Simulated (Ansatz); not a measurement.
# TiPt3: stress in a strained cell

TiPt3 is deformed so: zz strain of -2 %. What stress and forces result, by LAPW, PAW and all-electron datasets made for the crystal?

Program: Ansatz 0.2.0. Level of theory: DFT PBEsol, scalar-relativistic. These are calculated values, not measurements.

## 1. The starting structure

It takes space group Pm-3m (No. 221, cubic). Conventional cell: a = 3.897 Å, b = 3.897 Å, c = 3.897 Å, α = 90.00°, β = 90.00°, γ = 90.00°. Around Ti (site symmetry m-3m) lie 12 Pt at 2.76 Å. Pt (site symmetry 4/mmm) has 4 Ti at 2.76 Å and 8 Pt at 2.76 Å in its first shell of neighbours.

Coordinates:

```cif
data_structure
_symmetry_space_group_name_H-M 'Pm-3m'
_symmetry_Int_Tables_number 221
_cell_length_a 3.8970
_cell_length_b 3.8970
_cell_length_c 3.8970
_cell_angle_alpha 90.000
_cell_angle_beta 90.000
_cell_angle_gamma 90.000
_cell_volume 59.18
loop_
_atom_site_label
_atom_site_type_symbol
_atom_site_symmetry_multiplicity
_atom_site_Wyckoff_symbol
_atom_site_fract_x
_atom_site_fract_y
_atom_site_fract_z
_atom_site_occupancy
Ti1 Ti 1 a 0.00000 0.00000 0.00000 1
Pt1 Pt 3 c 0.00000 0.50000 0.50000 1
```

The file gives the conventional cell by its symmetry; the runs use the cell typed in the input.

Atoms are numbered in the order of the input: Ti1, Pt2, Pt3, Pt4.

## 2. The deformed structure

Space group Pm-3m before, P4/mmm after.

## 3. All-electron LAPW

input.yaml reads:

```yaml
crystal:
  lattice:
    - [3.897, 0.0, 0.0]
    - [0.0, 3.897, 0.0]
    - [0.0, 0.0, 3.81906]
  atoms:
    - { symbol: Ti, position: [0.0, 0.0, 0.0] }
    - { symbol: Pt, position: [0.0, 0.5, 0.5] }
    - { symbol: Pt, position: [0.5, 0.0, 0.5] }
    - { symbol: Pt, position: [0.5, 0.5, 0.0] }
kpoints:
  mp_grid: { grid: [9, 9, 9] }
  band_path:
    path:
      - [0.0, 0.0, 0.0]
      - [0.0, 0.5, 0.0]
      - [0.5, 0.5, 0.0]
      - [0.0, 0.0, 0.0]
      - [0.0, 0.0, 0.5]
      - [0.0, 0.5, 0.5]
      - [0.5, 0.5, 0.5]
      - [0.0, 0.0, 0.5]
      - [0.0, 0.5, 0.0]
    npoints: 5
scf:
  occupations: { method: fermi_dirac, width: 0.05 }
hamiltonian:
  xc: pbesol
  pseudopotentials: { kind: all_electron, lapw: { basis_error: 0.0005 } }
output:
  forces: true
  stress: true
  eigenvalues: true
```

Run with:

```console
> ansatz run input.yaml --threads 1 --pin off --max-ram 4096MiB --backend cpu --events-out ev --progress --plain --runs-dir out
```

## 4. PAW on the default files

input.yaml reads:

```yaml
crystal:
  lattice:
    - [3.897, 0.0, 0.0]
    - [0.0, 3.897, 0.0]
    - [0.0, 0.0, 3.81906]
  atoms:
    - { symbol: Ti, position: [0.0, 0.0, 0.0] }
    - { symbol: Pt, position: [0.0, 0.5, 0.5] }
    - { symbol: Pt, position: [0.5, 0.0, 0.5] }
    - { symbol: Pt, position: [0.5, 0.5, 0.0] }
kpoints:
  mp_grid: { grid: [9, 9, 9] }
scf:
  occupations: { method: fermi_dirac, width: 0.05 }
hamiltonian:
  xc: pbesol
  pseudopotentials: { kind: paw }
output:
  forces: true
  stress: true
  eigenvalues: true
  efg: { contact_densities: true }
```

## 5. All-electron PAW on datasets made for the crystal

input.yaml, as its differences from that of step 4:

```diff
@@ -16,3 +16,3 @@
   xc: pbesol
-  pseudopotentials: { kind: paw }
+  pseudopotentials: { kind: all_electron, datasets: crystal }
 output:
```

(Steps that only read results are left out.)

What does the calculation give? Wanted: pressure; largest shear or deviatoric stress.

As calculated:

```
                                 quantity                                           value
                                 pressure  LAPW 6.26, PAW 6.27, crystal datasets 6.26 GPa
largest shear or deviatoric stress (LAPW)                                        2.47 GPa
```

**Reading.** The largest part of the stress beyond the pressure is 2.47 GPa in size, in the zz component; the atoms are carried along and not relaxed. No run of the undeformed cell stands beside it, so pressure and stress hold what the given cell had before the change, as far as its symmetry allows. PAW: stress within 0.02 GPa of LAPW. Crystal datasets: stress within 0.01 GPa of LAPW. Spin-orbit coupling is left out, though the cell holds Pt; in elements this heavy it can shift bands and gaps by tenths of an eV.
